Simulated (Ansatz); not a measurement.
Working through a single point in a Gaussian basis of CH4GeOSe, SMILES [GeH3][O]C=[Se]

With Ansatz's Python interface.

The cells in order, each with its output:

```python
import warnings

import ansatz as az
```

```python
warnings.simplefilter("ignore", az.DeckWarning)

ch4geose = (
    az.Crystal.molecule()
    .atom("Ge", (-1.2212, -0.2468, 0.1106))
    .atom("O", (0.3804, -0.796, -0.5282))
    .atom("C", (1.5126, -0.0203, -0.3214))
    .atom("Se", (1.8938, 1.682, 0.5634))
    .atom("H", (-1.5858, 1.1229, -0.5171))
    .atom("H", (-2.308, -1.2892, -0.2564))
    .atom("H", (-1.1414, -0.1041, 1.6521))
    .atom("H", (2.4696, -0.3485, -0.7031))
)

job = (
    ch4geose.calculation()
    .basis(gaussian="cc-pVDZ")
    .correlation("rpa")
    .scf(lower_state_search="standard")
)
done = job.run(threads=1)
rep = done.report
```

    

```python
rep["published_state_doubts"]
```

    []

```python
rep["reference_energy_ev"]
```

    -124904.65754475755

```python
{key: value for key, value in rep.items() if isinstance(value, (int, float)) and "ev" in key}
```

    {'free_energy_ev': -124922.06479453239, 'reference_energy_ev': -124904.65754475755}

```python
for key in ("converged", "free_energy_ev", "reference_energy_ev", "n_frozen", "n_occupied", "n_virtual"):
    print(f"{key:22s} {rep[key]}")

parts = rep["correlation"]
for name in ("random_phase", "coupled_cluster", "perturbative"):
    if name in parts:
        print(f"{name:16s} {parts[name]['energy']['hartree']:12.7f} Ha")
if "second_order" in parts:
    pair = parts["second_order"]
    print(f"MP2 same spin {pair['same_spin']['hartree']:.7f} Ha, opposite spin {pair['opposite_spin']['hartree']:.7f} Ha")

state = rep["mean_field"]["state"]
print(f"mean field: {state['energy']['hartree']:.7f} Ha, <S^2> = {abs(state['spin_squared']):.4f}, stability: {state.get('stability', {}).get('kind')}")
```

    converged              True
    free_energy_ev         -124922.06479453239
    reference_energy_ev    -124904.65754475755
    n_frozen               20
    n_occupied             [22, 22]
    n_virtual              [60, 60]
    random_phase       -0.6397046 Ha
    mean field: -4590.1615014 Ha, <S^2> = 0.0000, stability: minimum

Notes:
- The settings weren't tested for convergence.
- The geometry is a force-field or estimated start, not a minimum of this method, and the basis set is short of its limit.
- S² is that of the Hartree-Fock reference.
- Finished in 4.4 s on 1 thread of Arm Neoverse V2, on a shared host, peak memory 0.34 GiB.

(Lines on the test bed's own set-up are left out of the output.)
